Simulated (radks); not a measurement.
**Fractional charge and spin in the 3d shell of titanium**

An exercise on one series of results from a longer session: the logs are not shown, and one member is left open.

Program: radks (a radial shooting solver on a logarithmic mesh, Libxc functionals) version 1. Level of theory: non-relativistic Kohn-Sham, PBE, spin-polarised, spherical densities, point nucleus. These are calculated values, not measurements, unless marked.

## What is computed

- element: titanium (Z = 22)
- configuration: [Ar] 4s(up 0.5, down 0.5) 3d(up 2, down 1)

A shell typed twice in an input gives spin up, then spin down.

Set-up of the first run:

The run's settings:

```text
Z 22
configuration [Ar] 4s0.5 4s0.5 3d2 3d1
relativity non-relativistic
functional pbe,pbe
spin polarised
nucleus point
```

Among the steps run: 3d: up 2, down 1.

One of the session's tables, all rows but one given; the rest of the session is left out.

It belongs to the step «3d: up 2, down 1». Sizes of the orbitals, from the radial functions (bohr):

| level | <r> | outermost maximum (interpolated) | 90 % within | nodes |
| --- | --- | --- | --- | --- |
| 3s up | 1.021 | 0.878 | 1.53 | 2 |
| 3s down | 1.021 | 0.878 | 1.53 | 2 |
| 3p up | 1.101 | 0.908 | 1.70 | 1 |
| 3p down | 1.101 | 0.908 | 1.70 | 1 |
| 4s up | ? | ? | ? | ? |
| 4s down | 3.834 | 3.12 | 5.86 | 3 |
| 3d up | 1.882 | 1.01 | 3.53 | 0 |
| 3d down | 2.015 | 1.01 | 3.87 | 0 |

**Question.** Estimate the row for 4s up.

As computed: <r>: 3.741; outermost maximum (interpolated): 3.06; 90 % within: 5.70; nodes: 3. In the column «<r>» it lies between 3d down (2.015) and 4s down (3.834).
